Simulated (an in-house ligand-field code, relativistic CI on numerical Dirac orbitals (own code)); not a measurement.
# d5 in a ligand field: terms for several parameter sets

Aim: the terms of a d5 shell from Racah B and C and the field, by exact diagonalisation.

The numbers are computed with an in-house ligand-field code version 1 (parametric ligand-field model of a d^n configuration (Racah B and C, spin-orbit zeta, crystal field), exact diagonalisation), except any that are marked as measured or tabulated.

**1. The atom as given**

| Property | Result |
| --- | --- |
| shell | d5 |
| set 1 (cm⁻¹) | B = 790, C = 3700, Td, 10Dq = -17950 |
| set 2 (cm⁻¹) | B = 330, C = 1290, D3d, 10Dq = 20300, Dsigma = -1200, Dtau = -320 |
| set 3 (cm⁻¹) | B = 540, C = 2460, D3d, 10Dq = 29100, Dsigma = -1200, Dtau = -120 |
| set 4 (cm⁻¹) | B = 730, C = 3530, D4h, 10Dq = 46800, Ds = 90, Dt = -750 |
| set 5 (cm⁻¹) | B = 360, C = 1810, Oh, 10Dq = 5500 |
| set 6 (cm⁻¹) | B = 440, C = 1660, Td, 10Dq = -8800 |
| set 7 (cm⁻¹) | B = 730, C = 2770, D4h, 10Dq = 17150, Ds = -1500, Dt = -460 |
| set 8 (cm⁻¹) | B = 310, C = 1510, D3d, 10Dq = 35350, Dsigma = -1200, Dtau = 320 |

**2. Set 1**

The run's settings:

```ini
n = 5
racah_B = 790  # cm-1
racah_C = 3700  # cm-1
zeta = 0  # cm-1
symmetry = Td
field = {"10Dq": -17950}  # cm-1
```

**3. Set 2**

The run's settings:

```ini
n = 5
racah_B = 330  # cm-1
racah_C = 1290  # cm-1
zeta = 0  # cm-1
symmetry = D3d
field = {"10Dq": 20300, "Dsigma": -1200, "Dtau": -320}  # cm-1
```

**4. Set 3**

The run's settings:

```ini
n = 5
racah_B = 540  # cm-1
racah_C = 2460  # cm-1
zeta = 0  # cm-1
symmetry = D3d
field = {"10Dq": 29100, "Dsigma": -1200, "Dtau": -120}  # cm-1
```

**5. Set 4**

The run's settings:

```ini
n = 5
racah_B = 730  # cm-1
racah_C = 3530  # cm-1
zeta = 0  # cm-1
symmetry = D4h
field = {"10Dq": 46800, "Ds": 90, "Dt": -750}  # cm-1
```

**6. Set 5**

The run's settings:

```ini
n = 5
racah_B = 360  # cm-1
racah_C = 1810  # cm-1
zeta = 0  # cm-1
symmetry = Oh
field = {"10Dq": 5500}  # cm-1
```

**7. Set 6**

The run's settings:

```ini
n = 5
racah_B = 440  # cm-1
racah_C = 1660  # cm-1
zeta = 0  # cm-1
symmetry = Td
field = {"10Dq": -8800}  # cm-1
```

**8. Set 7**

The run's settings:

```ini
n = 5
racah_B = 730  # cm-1
racah_C = 2770  # cm-1
zeta = 0  # cm-1
symmetry = D4h
field = {"10Dq": 17150, "Ds": -1500, "Dt": -460}  # cm-1
```

**9. Set 8**

The run's settings:

```ini
n = 5
racah_B = 310  # cm-1
racah_C = 1510  # cm-1
zeta = 0  # cm-1
symmetry = D3d
field = {"10Dq": 35350, "Dsigma": -1200, "Dtau": 320}  # cm-1
```

(Steps that only read results are left out.)

Q: Predict the outcome of this session. Wanted: lowest terms; sets at their largest spin, of those that allow S over 1.

As calculated:

| set | 10Dq/B (size) | lowest | S | electrons in z² and x²-y² | first level of the same spin (cm⁻¹) |
| --- | --- | --- | --- | --- | --- |
| 1: Td | 22.7 | 6A1 | 2.50 | 2.00 | - |
| 2: D3d | 61.5 | 2A1 | 0.50 | 0.01 | 2E 5209 |
| 3: D3d | 53.9 | 2A1 | 0.50 | 0.02 | 2E 3585 |
| 4: D4h | 64.1 | 2B2 | 0.50 | 0.02 | 2E 3957 |
| 5: Oh | 15.3 | 6A1 | 2.50 | 2.00 | - |
| 6: Td | 20.0 | 6A1 | 2.50 | 2.00 | - |
| 7: D4h | 23.5 | 2E | 0.50 | 0.06 | 2B2 1752 |
| 8: D3d | 114.0 | 2A1 | 0.50 | 0.01 | 2E 845 |

| quantity | value |
| --- | --- |
| lowest terms | 1: 6A1, 2: 2A1, 3: 2A1, 4: 2B2, 5: 6A1, 6: 6A1, 7: 2E, 8: 2A1 |
| sets at their largest spin, of those that allow S over 1 | 1, 5, 6 |

3 of 8 sets have the highest spin that their shell allows, S = 5/2. A negative 10Dq stands for a tetrahedral field. B, C and the field are free parameters here, not those of a compound.
